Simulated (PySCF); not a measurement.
# CH9ClGe2Si: the cost of one run

Programs: PySCF 2.14.0, with routines of our own; each step states its level. All values are computed. Atoms count from 0.

## (1) The starting structure

14 atoms, charge 0, multiplicity 1; geometry from: GFN2-xTB.

## (2) Geometry optimisation at PBE0-D3(BJ)/def2-SVP

The job: settings as JSON, then the geometry in Å.

```
{"job": {"xc": "PBE0", "basis": "def2-SVP", "d3": "d3bj", "grid": 1, "kind": "geom"}, "charge": 0, "multiplicity": 1}
C     -1.926800     1.119620     0.221898
Ge    -1.352876    -0.784893     0.233449
Cl    -1.630109    -1.455279    -1.766723
Si     0.856849    -1.187595     0.987127
Ge     2.310887     0.431574     0.132552
H     -1.922037     1.535760     1.225448
H     -2.930421     1.218025    -0.184000
H     -1.253767     1.711824    -0.394992
H     -2.423524    -1.563187     1.020710
H      0.854502    -1.129386     2.452233
H      1.305150    -2.527078     0.600964
H      2.452747     0.450453    -1.358662
H      1.935431     1.847615     0.460932
H      3.723290     0.332074     0.626921
```

Launch:

```
OMP_NUM_THREADS=1 python excited_run.py task.json out
```

The driver reads the jobs from task.json and runs them one after another.

Q: Estimate the wall time and peak memory of this first job on 1 thread of Arm Neoverse V2, shared host.

About 5.2 min, with a peak of 0.75 GiB.
